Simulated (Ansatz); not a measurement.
# Cs on Cr (Chromium) (110)

The task, for Cr (Chromium): prepare the clean (110) slab, then compare the adsorption sites of Cs.

Program: Ansatz 0.2.0. Level of theory: DFT PBE+D3(BJ), scalar-relativistic, plane waves, PAW. These are calculated values, not measurements.

## (1) The starting structure

The structure is cubic, space group Im-3m (No. 229). Conventional cell: a = 2.822 Å, b = 2.822 Å, c = 2.822 Å, α = 90.00°, β = 90.00°, γ = 90.00°. Cr (site symmetry m-3m) is surrounded by 8 Cr at 2.44 Å.

As a file:

```cif
data_structure
_symmetry_space_group_name_H-M 'P 1'
_symmetry_Int_Tables_number 1
_cell_length_a 2.4437
_cell_length_b 2.4437
_cell_length_c 2.4437
_cell_angle_alpha 109.471
_cell_angle_beta 109.471
_cell_angle_gamma 109.471
_cell_volume 11.23
loop_
_atom_site_label
_atom_site_type_symbol
_atom_site_fract_x
_atom_site_fract_y
_atom_site_fract_z
_atom_site_occupancy
Cr1 Cr 0.00000 0.00000 0.00000 1
```

This cell was relaxed beforehand with the same method: volume 11.23 Å³/atom, gap on the mesh none (metal).

## (2) Cutting the slab

Miller indices refer to the conventional cell of the relaxed bulk, Im-3m (No. 229): a = 2.822 Å, b = 2.822 Å, c = 2.822 Å, α = 90.00°, β = 90.00°, γ = 90.00°.

A (110) slab, 6.0 Å thick as cut, with 17 Å of vacuum, in a 2×2 surface cell; its outer planes are Cr (top) and Cr (bottom).

The slab as cut. Layers, bottom to top:

| plane | atoms per cell | height over the lowest (Å) |
| --- | --- | --- |
| 1 | Cr4 | 0.00 |
| 2 | Cr4 | 2.00 |
| 3 | Cr4 | 3.99 |
| 4 | Cr4 | 5.99 |

## (3) The clean surface, relaxed

Contents of input.yaml:

```yaml
crystal:
  lattice:
    - [4.887441113, 0.0, 0.0]
    - [-1.6291470377, 4.6079236716, 0.0]
    - [0.0, 0.0, 22.9858684374]
  atoms:
    - { symbol: Cr, position: [0.25, 0.25, 0.3697924237] }
    - { symbol: Cr, position: [0.25, 0.75, 0.3697924237] }
    - { symbol: Cr, position: [0.75, 0.25, 0.3697924237] }
    - { symbol: Cr, position: [0.75, 0.75, 0.3697924237] }
    - { symbol: Cr, position: [0.5, 0.5, 0.4565974746] }
    - { symbol: Cr, position: [0.5, 0.0, 0.4565974746] }
    - { symbol: Cr, position: [0.0, 0.5, 0.4565974746] }
    - { symbol: Cr, position: [0.0, 0.0, 0.4565974746] }
    - { symbol: Cr, position: [0.75, 0.75, 0.5434025254] }
    - { symbol: Cr, position: [0.75, 0.25, 0.5434025254] }
    - { symbol: Cr, position: [0.25, 0.75, 0.5434025254] }
    - { symbol: Cr, position: [0.25, 0.25, 0.5434025254] }
    - { symbol: Cr, position: [0.0, 0.0, 0.6302075763] }
    - { symbol: Cr, position: [0.0, 0.5, 0.6302075763] }
    - { symbol: Cr, position: [0.5, 0.0, 0.6302075763] }
    - { symbol: Cr, position: [0.5, 0.5, 0.6302075763] }
basis:
  ecutwfc: 420
kpoints:
  mp_grid: { grid: [6, 6, 1] }
hamiltonian:
  xc: pbe
  dispersion: d3bj
scf:
  occupations: { method: gaussian, width: 0.1 }
output:
  forces: true
  eigenvalues: true
  write_density: true
  write_potential: true
  elf: true
  volumetric_format: npy
relax:
  adjacent_minimum: "off"
  f_tol: 0.03
  max_steps: 70
  constraints: [{ sites: [0, 1, 2, 3, 4, 5, 6, 7] }]
efield:
  axis: 3
  dipole_correction: true
```

Started as:

```
ansatz run input.yaml --threads 4 --pin off --max-ram 10240MiB --backend cpu --events-out ev --progress --plain --runs-dir out
```

Further runs follow: Cs at the top (Cr) site; Cs put at a hollow (nearest Cr) site; Cs at the bridge (Cr-Cr) site; start: Cs, hollow over Cr.

Q: Predict the outcome of this session. Wanted: clean slab: work function; clean slab: dipole along +c; Cs: lowest end.

As calculated:

| quantity | value |
| --- | --- |
| clean slab: work function | 4.91 eV (top face), 4.98 eV (bottom face) |
| clean slab: dipole along +c | 0.009 e·Å per cell |
| Cs: lowest end | from the top (Cr) start, 1 bonded, 3.13 Å high |

What this shows: It lowers the work function by 3.22 eV, as a dipole layer with its positive end outwards does. A start on a symmetric site keeps its symmetry, so an end may be a saddle point and not a minimum. In some runs the vacuum holds more charge than the dipole correction wants, so vacuum levels can be off. Spin polarisation is off in the runs that give these values; a magnetic solution could lie lower.
